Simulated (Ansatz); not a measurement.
Write a Python script for the Python package of Ansatz (0.2.0) that makes harmonic frequencies at the relaxed geometry of AlBH5Sb, SMILES [BH2][AlH][SbH2]. Settings (for the species named): B3LYP, def2-SVP basis, multiplicity 1, D4 dispersion.

```yaml
atoms:
  - { symbol: B, position_ang: [-1.0642, 1.1428, -1.1362] }
  - { symbol: Al, position_ang: [0.4263, 0.5381, 0.0607] }
  - { symbol: Sb, position_ang: [0.9188, -2.0420, 0.2460] }
  - { symbol: H, position_ang: [-1.6838, 0.4134, -1.7535] }
  - { symbol: H, position_ang: [-1.3477, 2.3341, -1.2548] }
  - { symbol: H, position_ang: [1.3024, 1.6145, 0.8788] }
  - { symbol: H, position_ang: [1.9938, -1.7721, 1.6765] }
  - { symbol: H, position_ang: [-0.4535, -2.2859, 1.2267] }
```

`albh5sb_freq.py`:
```python
"""Vibrations of AlBH5Sb."""

import ansatz as az
import numpy as np


def main() -> None:
    molecule = (
        az.Crystal.molecule()
        .atom("B", (-1.0642, 1.1428, -1.1362))
        .atom("Al", (0.4263, 0.5381, 0.0607))
        .atom("Sb", (0.9188, -2.042, 0.246))
        .atom("H", (-1.6838, 0.4134, -1.7535))
        .atom("H", (-1.3477, 2.3341, -1.2548))
        .atom("H", (1.3024, 1.6145, 0.8788))
        .atom("H", (1.9938, -1.7721, 1.6765))
        .atom("H", (-0.4535, -2.2859, 1.2267))
    )

    calc = molecule.calculation()
    calc = calc.basis(gaussian="def2-SVP")
    calc = calc.functional("B3LYP", dispersion="d4")
    symbols = [site.symbol for site in molecule.cartesian_sites]
    start = np.array([site.position_ang for site in molecule.cartesian_sites], dtype=float)
    r = calc.relax(force_tolerance=0.003).run().report
    end = np.array(r["positions_ang"])

    print("bond        before    after (A)")
    for i, j in [(0, 1), (0, 3), (0, 4), (1, 2), (1, 5), (2, 6), (2, 7)]:
        d0, d1 = (np.linalg.norm(xyz[i] - xyz[j]) for xyz in (start, end))
        print(f"{symbols[i]}{i}-{symbols[j]}{j}".ljust(10), f"{d0:8.4f} {d1:8.4f}")

    # frequencies need a stationary point, so they are taken at the relaxed geometry
    minimum = az.Crystal.molecule()
    for symbol, xyz in zip(symbols, end):
        minimum = minimum.atom(symbol, xyz.tolist())
    vibrating = (
        minimum.calculation()
        .basis(gaussian="def2-SVP")
        .functional("B3LYP", dispersion="d4")  # level of theory
        .phonons(temperatures=(200, 600, 100))
    )
    vib = vibrating.run().report["vibrations"]
    sums = vib["harmonic_sums"]
    modes = [m["omega_inv_cm"] for m in sums["modes_at_gamma"] if m["rigid_motion"] == "no"]
    print("frequencies (1/cm):", " ".join(f"{w:.0f}" for w in modes))
    print("imaginary modes:", sum(w < 0 for w in modes), " zero-point energy:", round(sums["zero_point_energy_ev"], 4), "eV")
    print("T (K)   F_vib (eV)   S_vib (meV/K)   C_vib (meV/K)")
    for row in zip(sums["temperatures_k"], sums["vibrational_free_energy_ev"], vib["entropy_ev_per_k"], vib["heat_capacity_ev_per_k"]):
        print(f"{row[0]:6.1f} {row[1]:11.4f} {1000 * row[2]:13.4f} {1000 * row[3]:15.4f}")


if __name__ == "__main__":
    main()
```

```console
$ python albh5sb_freq.py
bond        before    after (A)
B0-Al1       2.0049   2.1045
B0-H3        1.1389   1.2109
B0-H4        1.2303   1.2106
Al1-Sb2      2.6332   2.6827
Al1-H5       1.6110   1.5926
Sb2-H6       1.8096   1.7259
Sb2-H7       1.7042   1.7244
frequencies (1/cm): 74 88 212 264 337 392 428 556 565 606 833 845 1135 1896 1902 1913 2543 2625
imaginary modes: 0  zero-point energy: 1.0672 eV
T (K)   F_vib (eV)   S_vib (meV/K)   C_vib (meV/K)
 200.0      1.0275        0.4594          0.5343
 300.0      0.9685        0.7152          0.7279
 400.0      0.8853        0.9439          0.8610
 500.0      0.7806        1.1473          0.9619
 600.0      0.6566        1.3302          1.0445
```

Reading the output:
- The frequencies are harmonic and unscaled, in a modest basis. The result belongs to the one conformer reached from this start, and soft torsions count as harmonic oscillators.
- def2 sets replace the cores of elements past krypton by effective core potentials.
- b3lyp holds the VWN-RPA fit, as in Gaussian; the form of ORCA and Turbomole is b3lyp5.
- Wall time of the script: 3.5 min on 1 thread of Arm Neoverse V2, with other jobs on the host, peak memory 0.25 GiB.

(A comment or docstring line of the script was reworded after the run, the code is as it ran; lines on the test bed's own set-up are left out of the output.)
